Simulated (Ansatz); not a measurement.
# CCSD/def2-SVP (core potential) run of SnHCl3O (SMILES [OH][Sn]([Cl])([Cl])[Cl])

Aim: the vertical ionisation energy of SnHCl3O at CCSD/def2-SVP (core potential), from 2 runs. 

The calculation is run with Ansatz 0.2.0.

80 further runs of the same task are left out: 6 that didn't finish, 74 set aside as unsound or not needed.

### 1 The structure to begin with

SnHCl3O has 6 atoms, charge 0, and is taken as a singlet. As SMILES, `[OH][Sn]([Cl])([Cl])[Cl]`. The coordinates come from a PBE0-D4/def2-TZVP relaxation.

Bond lengths: O1–Sn2 1.932 Å, Sn2–Cl3 2.281 Å, Sn2–Cl4 2.296 Å, Sn2–Cl5 2.296 Å, O1–H6 0.962 Å. Angles: O1–Sn2–Cl3 106.3°, O1–Sn2–Cl4 110.7°, O1–Sn2–Cl5 110.6°, Cl3–Sn2–Cl4 110.5°, Cl3–Sn2–Cl5 110.6°, Cl4–Sn2–Cl5 108.2°, Sn2–O1–H6 113.2°.

### 2 The energy at CCSD/def2-SVP (core potential)

File job.yaml:

```yaml
crystal:
  periodic: [false, false, false]
  atoms:
    - {symbol: O, position_ang: [-0.674300, 0.477500, 1.363600]}
    - {symbol: Sn, position_ang: [0.251900, -0.201000, -0.189900]}
    - {symbol: Cl, position_ang: [1.931200, -1.529700, 0.595300]}
    - {symbol: Cl, position_ang: [-1.175400, -1.411300, -1.519500]}
    - {symbol: Cl, position_ang: [1.105000, 1.525900, -1.439200]}
    - {symbol: H, position_ang: [-1.396100, 1.074500, 1.143600]}
basis:
  gaussian: {orbitals: def2-SVP}
correlation: {method: ccsd, frozen_orbitals: {Cl: 5, H: 0, O: 1, Sn: 4}}
accuracy: high
scf: {omitted_lower_state_checks: [cluster_reference, increment]}
```

Started as:

```bash
ansatz run job.yaml --threads 1 --pin off --max-ram 3480MiB --events-out events.jsonl --progress --plain --runs-dir runs
```

The log of the run, cut to the lines that bear on the results:

```text
Warning: RAYON_NUM_THREADS=1 ignored (pool sized by the plan → 1); use --threads N
Functional definition: HF
  name "HF"
[...]
2082 factors; integrals over basis functions are off by at most 3.4e-9 eV
[...]
mean field -45359.84529343 eV, -1666.9435685262 hartree, gradient 1.6e-8 eV, S^2 0.000000; 0 other end points of the search recorded, 0 dependent functions left out
20 core orbitals not correlated: weight in the atoms' cores, before any rotation towards them, 1.000 or more for the frozen orbitals, at most 0.000 for the correlated occupied ones
reference -45359.84529343 eV, -1666.9435685262 hartree; 21, 21 occupied and 58, 58 virtual orbitals, 2082 factors
second order -18.65717906 eV of doubles, -0.00000000 eV of singles
cycle   1  -19.27498529 eV  change   -6.2e-1 eV  update   9.4e-2
[...]
cycle  21  -19.73794735 eV  change    1.6e-9 eV  update   1.3e-9
Total energy: -45379.58324079 eV, -1667.6689247126 hartree
Checks for a lower state left out: cluster_reference, increment
```

It took 31 s on 1 thread of Arm Neoverse V1, shared host; peak memory 0.58 GiB.

### 3 The doublet cation, same level

File run.yaml:

```yaml
crystal:
  periodic: [false, false, false]
  atoms:
    - {symbol: O, position_ang: [-0.674300, 0.477500, 1.363600]}
    - {symbol: Sn, position_ang: [0.251900, -0.201000, -0.189900]}
    - {symbol: Cl, position_ang: [1.931200, -1.529700, 0.595300]}
    - {symbol: Cl, position_ang: [-1.175400, -1.411300, -1.519500]}
    - {symbol: Cl, position_ang: [1.105000, 1.525900, -1.439200]}
    - {symbol: H, position_ang: [-1.396100, 1.074500, 1.143600]}
basis:
  gaussian: {orbitals: def2-SVP}
total_charge: 1
accuracy: high
scf: {omitted_lower_state_checks: [cluster_reference, increment]}
correlation: {method: ccsd, frozen_orbitals: {Cl: 5, H: 0, O: 1, Sn: 4}}
magnetization: {spin_polarized: true, initial_magnetization: 1}
```

Started as:

```bash
ansatz run run.yaml --threads 1 --pin off --max-ram 3480MiB --events-out events.jsonl --progress --plain --runs-dir runs
```

The log of the run:

```text
Warning: RAYON_NUM_THREADS=1 ignored (pool sized by the plan → 1); use --threads N
[... 20 lines left out ...]
20 core orbitals not correlated: weight in the atoms' cores, before any rotation towards them, 1.000 or more for the frozen orbitals, at most 0.000 for the correlated occupied ones
[... 58 lines left out ...]
Total energy: -45367.81927241 eV, -1667.2366068488 hartree
Checks for a lower state left out: cluster_reference, increment
```

Wall time 5.2 min (1 thread of Arm Neoverse V1, shared host); peak memory 1.2 GiB.

### 4 Outcome

Level: CCSD/def2-SVP (core potential), 20 core orbitals frozen.

```
                                                     quantity           value
                                singlet SnHCl3O: total energy  -1667.66892 Eh
singlet SnHCl3O: correlation energy (20 core orbitals frozen)      -725.4 mEh
                               singlet SnHCl3O: T1 diagnostic           0.010
                                 doublet cation: total energy  -1667.23661 Eh
 doublet cation: correlation energy (20 core orbitals frozen)      -690.6 mEh
            doublet cation: ⟨S²⟩ of the reference determinant           0.757
                                doublet cation: T1 diagnostic           0.029
           vertical ionisation energy (to the doublet cation)       11.764 eV
```

The vertical ionisation energy comes to 11.76 eV (271 kcal/mol).
